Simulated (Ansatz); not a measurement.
# GeH₅ (doublet): wave-function methods side by side at distance H1–H2 along a hydrogen transfer = 0.830 Å, cc-pVTZ

One table from this session's results is given with a row withheld; the runs are named, their logs left out.

The runs use Ansatz 0.2.0, Gaussian basis; cc-pVTZ, core rule «outside noble gas», up to 14 orbitals frozen.

The runs, in order: UHF; CCSD(T) on ROHF; CCSD(T) on UHF; BCCD(T) on ROHF; CCSDT(Q) on ROHF; CCSDT(Q) on UHF; CASSCF and NEVPT2, 3 electrons in 3 orbitals; CASSCF and NEVPT2, 9 electrons in 9 orbitals.

### The system

The geometry derives from fragments relaxed apart (PBE0/def2-TZVP) and kept rigid, so it is no stationary point. A hydrogen atom is moved between rigid fragments. No spin-orbit coupling is included. The filled d shell of Ge may be among the frozen orbitals whatever the setting's name suggests; the logs give the count.

6 atoms, charge 0, spin multiplicity 2.

Atoms are counted from 1 here; the program's logs count them from 0.

Bond lengths: H1–H2 0.830 Å, Ge3–H4 1.539 Å, Ge3–H5 1.539 Å, Ge3–H6 1.539 Å. Angles: H4–Ge3–H5 111.2°, H4–Ge3–H6 111.2°, H5–Ge3–H6 111.2°.

The first run:

The input, in.yaml:

```yaml
crystal:
  periodic: [false, false, false]
  atoms:
    - {symbol: H, position_ang: [-2.823560, 0.000000, -0.000001]}
    - {symbol: H, position_ang: [-1.993560, 0.000000, -0.000001]}
    - {symbol: Ge, position_ang: [0.045440, 0.000000, 0.000000]}
    - {symbol: H, position_ang: [0.514109, -1.465915, 0.000000]}
    - {symbol: H, position_ang: [0.514109, 0.732957, -1.269519]}
    - {symbol: H, position_ang: [0.514109, 0.732957, 1.269520]}
basis:
  gaussian: {orbitals: cc-pVTZ}
magnetization: {spin_polarized: true, initial_magnetization: 1}
hamiltonian: {xc: hf}
output: {orbitals: {seedname: orbitals}}
```

Run with:

```sh
ansatz run in.yaml --threads 1 --pin off --events-out ev --progress --plain --max-ram 2816MiB --backend cpu
```

Among the steps run: UHF; CCSD(T) on ROHF; CCSD(T) on UHF; BCCD(T) on ROHF; CCSDT(Q) on ROHF; CCSDT(Q) on UHF; CASSCF and NEVPT2, 3 electrons in 3 orbitals; CASSCF and NEVPT2, 9 electrons in 9 orbitals.

One of the session's tables, all rows but one given; the rest of the session is left out.

| method | from UCCSDT(Q) (meV) |
| --- | --- |
| ROHF | +5252.6 |
| UHF | +5139.0 |
| RMP2 | +1041.5 |
| UMP2 | +1040.0 |
| RCCSD | +141.7 |
| UCCSD | +136.2 |
| RCCSD(T) | +29.0 |
| UCCSD(T) | +25.2 |
| BCCD(T) | +28.8 |
| RCCSDT | +7.4 |
| UCCSDT | +2.9 |
| RCCSDT(Q) | +4.6 |
| UCCSDT(Q) | 0 |
| CASSCF pair | +4686.7 |
| NEVPT2 pair | ? |
| CASSCF valence | +3435.0 |
| NEVPT2 valence | +964.2 |

Estimate the missing values for NEVPT2 pair.

As computed: from UCCSDT(Q) (meV): +1013.5. In the column «from UCCSDT(Q) (meV)» it lies between NEVPT2 valence (+964.2) and UMP2 (+1040.0).

To keep in mind: Restricted and unrestricted rows rest on different reference determinants; where their highest levels disagree by more than a few hundredths of an eV, they describe different states and don't form one ladder.
